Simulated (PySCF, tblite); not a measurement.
# C₇H₁₃F: geometry, infrared bands and NMR shifts

Wanted: the infrared bands and NMR shifts of C₇H₁₃F (`C/C(F)=C/C(C)(C)C`), by calculation.

The runs use tblite 0.8.0 and PySCF 2.14.0, with density-fitted response routines of our own; the level of theory stands in each step. All values are computed, except where a source is named. Atoms count from 0, in the outputs and in this text.

### 1 The starting structure

21 atoms, charge 0, multiplicity 1; geometry from: force field or distance geometry start.

Bonds of the start (Å): C0–C1 1.51, C1–F2 1.36, C1–C3 1.35, C3–C4 1.48, C4–C5 1.52, C4–C6 1.50, C4–C7 1.49, C0–H8 1.09, C0–H9 1.12, C0–H10 1.11, C3–H11 1.07, C5–H12 1.11, C5–H13 1.13, C5–H14 1.12, C6–H15 1.11, C6–H16 1.12, C6–H17 1.12, C7–H18 1.11, C7–H19 1.10, C7–H20 1.14.

### 2 Geometry optimisation with GFN2-xTB

The job: settings as JSON, then the geometry in Å.

```
{"job": {"kind": "relax", "xc": "GFN2-xTB", "basis": "xTB"}, "charge": 0, "multiplicity": 1}
C      3.005900    -0.677100     0.080000
C      1.501600    -0.799400     0.139800
F      0.940900    -2.027800     0.334600
C      0.756200     0.316200     0.019400
C     -0.718400     0.226500     0.097000
C     -1.251600     1.621400    -0.204400
C     -1.232400    -0.110600     1.462900
C     -1.341800    -0.679300    -0.910500
H      3.508900    -1.519300    -0.383700
H      3.404400    -0.415000     1.095600
H      3.195500     0.227900    -0.533700
H      1.258100     1.255300    -0.113800
H     -2.194700     1.773200     0.365700
H     -1.456100     1.641000    -1.311100
H     -0.444400     2.343800     0.080500
H     -2.333600    -0.239800     1.373200
H     -1.081200     0.775900     2.129100
H     -0.784400    -1.036900     1.895700
H     -1.149600    -1.757500    -0.742900
H     -1.126600    -0.353000    -1.941400
H     -2.465600    -0.548400    -0.777800
```

The run is started by

```
$ OMP_NUM_THREADS=1 python probes_run.py task.json out
```

One launch serves the whole session: the jobs run in the order shown.

**Question.** This job is followed by: GFN2-xTB harmonic vibrations, gas phase; GIAO PBE0/pcSseg-1 NMR shielding, non-relativistic, gas phase. Predict these results of the whole session: strongest single infrared mode (GFN2-xTB); zero-point energy (GFN2-xTB); 13C shifts against TMS (PBE0/pcSseg-1, means over atoms taken as alike); 1H shifts against TMS (PBE0/pcSseg-1, means over atoms taken as alike); 19F shifts against CFCl3 (PBE0/pcSseg-1).

As calculated:

```
                                                               quantity                               value
                              strongest single infrared mode (GFN2-xTB)                3033 cm⁻¹, 80 km/mol
                                           zero-point energy (GFN2-xTB)                      114.4 kcal/mol
13C shifts against TMS (PBE0/pcSseg-1, means over atoms taken as alike)  167.2, 123.6, 32.9, 31.5, 22.4 ppm
 1H shifts against TMS (PBE0/pcSseg-1, means over atoms taken as alike)                4.85, 1.99, 1.18 ppm
                               19F shifts against CFCl3 (PBE0/pcSseg-1)                          -101.4 ppm
```

What this shows: The optimisation took 89 steps and gained 0.807 eV; among the close pairs (by a distance rule), C7–H20 changed most, from 1.139 to 1.088 Å. No mode is imaginary among the 57: a minimum at this level. GFN2-xTB is a fitted tight-binding method: band positions and strengths are rough. Its intensities can rank the bands wrongly. The most deshielded hydrogen is H11 (hydrogen on an alkene CH), at 4.85 ppm: olefinic region. At PBE0/pcSseg-1: The widest tensor belongs to F2: span 224 ppm, with a paramagnetic part of -207 ppm.
